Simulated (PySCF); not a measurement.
# CH4Se (Methane selenol): the cost of one run

The runs use PySCF 2.14.0, with density-fitted response routines of our own; the level of theory stands in each step. All values are computed, except where a source is named. Atoms are numbered from 0 throughout.

### Step 1. The molecule as given

6 atoms, charge 0, multiplicity 1; geometry from: GFN2-xTB. The atoms were then displaced at random by about 0.01 Å, so the start is not that level's minimum.

Bonds of the start (Å): C0–Se1 1.93, C0–H2 1.08, C0–H3 1.11, C0–H4 1.10, Se1–H5 1.45.

### Step 2. Relaxing the molecule at PBE0-D3(BJ)/def2-SVP

Job settings and geometry (Å):

```
{"job": {"xc": "PBE0", "basis": "def2-SVP", "d3": "d3bj", "grid": 1, "shake": 0.01, "kind": "geom"}, "charge": 0, "multiplicity": 1}
C     -0.530320    -0.033940    -0.042270
Se     1.259540    -0.684640    -0.337010
H     -0.777340     0.031760     1.010400
H     -0.618900     0.974210    -0.506510
H     -1.225270    -0.720820    -0.538230
H      1.916440     0.403420     0.368940
```

On the command line:

```console
$ OMP_NUM_THREADS=1 python probes_run.py task.json out
```

The driver reads the jobs from task.json and runs them one after another.

**Question.** How long does this first job take on 1 thread of Arm Neoverse V1, shared host, and how much memory does it need?

About 9.1 s, with a peak of 0.29 GiB.
